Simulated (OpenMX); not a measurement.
**HfIn4SiO6 under changes of volume**

One of the cells (15.770 Å³/atom); the others are scaled copies at fixed shape and fractional positions:

```
CELL_PARAMETERS angstrom
2.71585 -4.70357 0.00833
2.71585 4.70357 0.00833
-1.87915 0.00000 7.40127
ATOMIC_POSITIONS crystal
Hf 0.78835 0.21165 0.00000
In 0.62175 0.37825 0.50000
In 0.45502 0.54498 0.00000
In 0.28407 0.71593 0.50000
In 0.95814 0.04186 0.50000
Si 0.12168 0.87832 0.00000
O 0.06219 0.11415 0.86666
O 0.88585 0.93781 0.13334
O 0.79490 0.53784 0.86663
O 0.46216 0.20510 0.13337
O 0.15352 0.62879 0.13333
O 0.37121 0.84648 0.86667
```

The cell was built by a generator and needn't be a form met in nature.

* Program: OpenMX 3.8.5
* Functional: LDA
* Potentials or basis: OpenMX 2013 LDA set, Hf7.0-s3p2d2f1, In7.0-s3p2d2, Si7.0-s2p2d1, O6.0-s2p2d1, fixed grid of 63 × 63 × 100 points
* k mesh: 7 × 7 × 5
* Occupations: fermi-dirac, width 0.05 eV
* Spin: no spin polarisation

| volume (Å³/atom) | energy over the lowest point (meV/atom) | largest force (eV/Å) |
| --- | --- | --- |
| 14.824 | 0.00 | 0.400 |
| 15.139 | 1.55 | 0.296 |
| 15.454 | 8.38 | 0.346 |
| 15.770 | 19.92 | 0.484 |
| 16.085 | ? | ? |
| 16.401 | 55.16 | 0.795 |

Question: What does the run at 16.085 Å³/atom give?

Answer: Energy over the lowest point 35.68 meV/atom; largest force 0.639 eV/Å.

Worked out: A Birch-Murnaghan fit of order 3 (a polynomial in V^(-2/3)) to the other rows has its minimum at 14.89 Å³/atom with B0 = V·E''(V) = 138 GPa and B' = 4.4 at fixed shape and positions, which overstates the stiffness. It gives 35.64 meV/atom at 16.085 Å³/atom, against the run's 35.68.

Energies are extrapolated to zero smearing.

Caveats: the basis has few d functions beyond the semicore shells, which can make volumes several per cent too large; the basis of atomic orbitals isn't converged, which shifts pressures, moduli and gaps.
